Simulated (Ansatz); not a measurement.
# SnSe2: the cost of one run

Program: Ansatz 0.2.0. Level of theory: DFT PBEsol, scalar-relativistic, plane waves, PAW. These are calculated values, not measurements.

The COD entry's cell or inner coordinates are ideal or old and differ from later refinements, so a difference from it is no clean test against experiment.

1 further run of the same task is left out (set aside as unsound or not needed).

### Step 1. Starting point

It takes space group P-3m1 (No. 164, trigonal). Conventional cell: a = 3.811 Å, b = 3.811 Å, c = 6.137 Å, α = 90.00°, β = 90.00°, γ = 120.00°. Sn (site symmetry -3m) has 6 Se at 2.68 Å as nearest neighbours. Around Se (site symmetry 3m) lie 3 Sn at 2.68 Å.

Structure file:

```xyz
3
Lattice="3.8110 0.0000 0.0000 -1.9055 3.3004 0.0000 0.0000 0.0000 6.1370" Properties=species:S:1:pos:R:3 pbc="T T T"
Sn    0.0000    0.0000    0.0000
Se    0.0000    2.2003    1.5342
Se    1.9055    1.1001    4.6027
```

Source of the structure: the Crystallography Open Database.

### Step 2. Quick check of gap, pressure and forces

Contents of input.yaml:

```yaml
crystal:
  lattice:
    - [3.8109987816, 0.0, 0.0]
    - [-1.9054993908, 3.3004217586, 0.0]
    - [0.0, 0.0, 6.137]
  atoms:
    - { symbol: Sn, position: [0.0, 0.0, 0.0] }
    - { symbol: Se, position: [0.3333333333, 0.6666666667, 0.25] }
    - { symbol: Se, position: [0.6666666667, 0.3333333333, 0.75] }
basis:
  ecutwfc: 420
kpoints:
  mp_grid: { grid: [6, 6, 4] }
hamiltonian:
  xc: pbesol
scf:
  occupations: { method: gaussian, width: 0.1 }
output:
  forces: true
  stress: true
  eigenvalues: true
```

Command:

```bash
> ansatz run input.yaml --threads 1 --pin off --max-ram 2560MiB --backend cpu --events-out ev --progress --plain --runs-dir out
```

What time and memory should one allow on 1 thread of Intel Xeon Platinum 8175M at 2.50GHz (Skylake/Cascade Lake), shared host?

About 3.1 s, with a peak of 0.42 GiB.
